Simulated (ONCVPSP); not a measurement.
# Pseudopotential generation for Nb: ONCV, PBE

Aim: build the potential from the settings below, then test how well it stands in for the atom: other configurations, scattering, ghost states and the plane-wave cutoff that it needs.

Method: ONCVPSP 4.0.1, PBE, scalar-relativistic.

### Step 1. The atom and the settings

Typed settings, in words:

- element: niobium (Nb, Z = 41)
- type: optimised norm-conserving Vanderbilt (ONCV)
- frozen core: [Ar] 3d10
- valence charge: 13
- reference configuration: 4s2 4p6 4d3 5s2
- partial waves: 4s+5s: rc 1.90 bohr, ncon 3, nbas 6, qcut 6.2 1/bohr, 2 projectors; 4p: rc 2.10 bohr, ncon 5, nbas 8, qcut 8 1/bohr, 3 projectors, debl 3.6 Ha; 4d: rc 2.25 bohr, ncon 3, nbas 8, qcut 7.1 1/bohr, 3 projectors, debl 2 Ha
- local potential: polynomial inside 1.55 bohr (lpopt 5, dvloc0 0 Ha)
- core correction: Teter function, fcfact 3.25, rcfact 1.65

The outer shells as boxes (Hund's rule for the drawing; the calculation is spin-unpolarised):

```
[Ar] core
3d [↑↓][↑↓][↑↓][↑↓][↑↓]
4s [↑↓]
4p [↑↓][↑↓][↑↓]
4d [↑ ][↑ ][↑ ][  ][  ]
5s [↑↓]
```

The nodes and maxima of the atom's own shells, from an earlier all-electron run, set the scale for the radii.

All-electron outer shells of the reference configuration (PBE, scalar-relativistic, ld1.x):

```csv
shell,level (eV),outermost node (bohr),outermost maximum (bohr)
3d,-198.92,–,0.33
4s,-60.83,0.53,1.04
4p,-36.82,0.54,1.12
5s,-4.68,1.40,3.00
4d,-4.64,0.55,1.45
5p,-1.46,1.61,3.95
```

### Step 2. Generation

Nb.dat reads:

```
# ATOM AND REFERENCE CONFIGURATION
# atsym  z   nc   nv     iexc    psfile
  Nb 41.00    6    4        4      upf
#
#   n    l    f
    1    0    2.00
    2    0    2.00
    2    1    6.00
    3    0    2.00
    3    1    6.00
    3    2   10.00
    4    0    2.00
    4    1    6.00
    4    2    3.00
    5    0    2.00
#
# PSEUDOPOTENTIAL AND OPTIMIZATION
# lmax
    2
#
#   l,   rc,      ep,       ncon, nbas, qcut
    0    1.90    0.00    3    6    6.20
    1    2.10    0.00    5    8    8.00
    2    2.25    0.00    3    8    7.10
#
# LOCAL POTENTIAL
# lloc, lpopt,  rc(5),   dvloc0
    4    5    1.55    0.00
#
# VANDERBILT-KLEINMAN-BYLANDER PROJECTORs
# l, nproj, debl
    0    2    2.80
    1    3    3.60
    2    3    2.00
#
# MODEL CORE CHARGE
# icmod, fcfact, rcfact
    3    3.25    1.65
#
# LOG DERIVATIVE ANALYSIS
# epsh1, epsh2, depsh
   -4.00    5.00    0.02
#
# OUTPUT GRID
# rlmax, drl
    6.00    0.01
#
# TEST CONFIGURATIONS
# ncnf
    4
# nvcnf
#   n    l    f
    4
    4    0    2.00
    4    1    6.00
    4    2    4.00
    5    0    1.00
#
    4
    4    0    2.00
    4    1    6.00
    4    2    4.00
    5    0    0.00
#
    4
    4    0    2.00
    4    1    6.00
    4    2    3.00
    5    0    0.00
#
    4
    4    0    2.00
    4    1    6.00
    4    2    2.00
    5    0    0.00
#
```

The run is started by

```bash
$ oncvpsp.x < Nb.dat > Nb.out
```

**Question.** What will these runs give? Wanted: cutoffs for 1 and 0.1 mHa per electron, occupied waves; bound ghosts; GHOST(+) flags; largest test error; largest phase difference near zero energy, channels read; rms error of d²Exc/dn², without and with the model core.

**Answer**, as computed:

| quantity | value |
| --- | --- |
| cutoffs for 1 and 0.1 mHa per electron, occupied waves | 16 Ha and 22 Ha |
| bound ghosts | none found |
| GHOST(+) flags | none at low energy |
| largest test error (AE − PS) | -11 meV, for 4s2 4p6 4d4 5s0 |
| largest phase difference near zero energy, channels read | 0.000 rad |
| rms error of d²Exc/dn², without and with the model core | 2.58 and 2.71 mHa |

In words: The worst unpolarised test, 4s2 4p6 4d4 5s0, is off by 11 meV on 7.2 eV; by total energies transferability rates as good. The potential is soft on the atom at that tolerance: the looser tolerance needs 16 Ha. It is free of bound ghosts as far as tested. Near zero energy the phases of the channels with partial waves agree within 0.001 rad.
